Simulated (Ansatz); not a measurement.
## AlIn under changes of volume

One of the cells (23.540 Å³/atom); the others are scaled copies at fixed shape and fractional positions:

```xyz
2
Lattice="3.0541 0.0000 0.0000 -1.5271 2.6450 0.0000 0.0000 0.0000 5.8280" Properties=species:S:1:pos:R:3 pbc="T T T"
Al    0.0000    0.0000    0.0000
In    0.0000    0.0000    2.9140
```

The cell was built by a generator and needn't be a form met in nature.

| Property | Result |
| --- | --- |
| Program | Ansatz 0.2.0 |
| Functional | PBE |
| Potentials or basis | all-electron LAPW, scalar-relativistic |
| Cutoff | 226 eV (chosen from the basis error) |
| Basis error allowed | 0.0005 eV/atom |
| k mesh | 10 × 10 × 5 |
| Occupations | fermi-dirac, width 0.05 eV |
| Spin | no spin polarisation |

| volume (Å³/atom) | energy over the lowest point (meV/atom) | pressure (GPa) |
| --- | --- | --- |
| 22.127 | 12.79 | 3.3 |
| 22.598 | 5.13 | 2.0 |
| 23.069 | 1.00 | 0.9 |
| 23.540 | 0.00 | -0.1 |
| 24.010 | ? | ? |
| 24.481 | 5.77 | -1.7 |
| 24.952 | 11.70 | -2.3 |

Question: What does the run at 24.010 Å³/atom give?

Answer: Energy over the lowest point 1.75 meV/atom; pressure -1.0 GPa.

Worked out: A Birch-Murnaghan fit of order 3 (a polynomial in V^(-2/3)) to the other rows has its minimum at 23.46 Å³/atom with B0 = V·E''(V) = 46 GPa and B' = 6.5 at fixed shape and positions, which overstates the stiffness. It gives 1.73 meV/atom at 24.010 Å³/atom, against the run's 1.75, and -dE/dV = -1.0 GPa, against -1.0.

Energies are extrapolated to zero smearing.
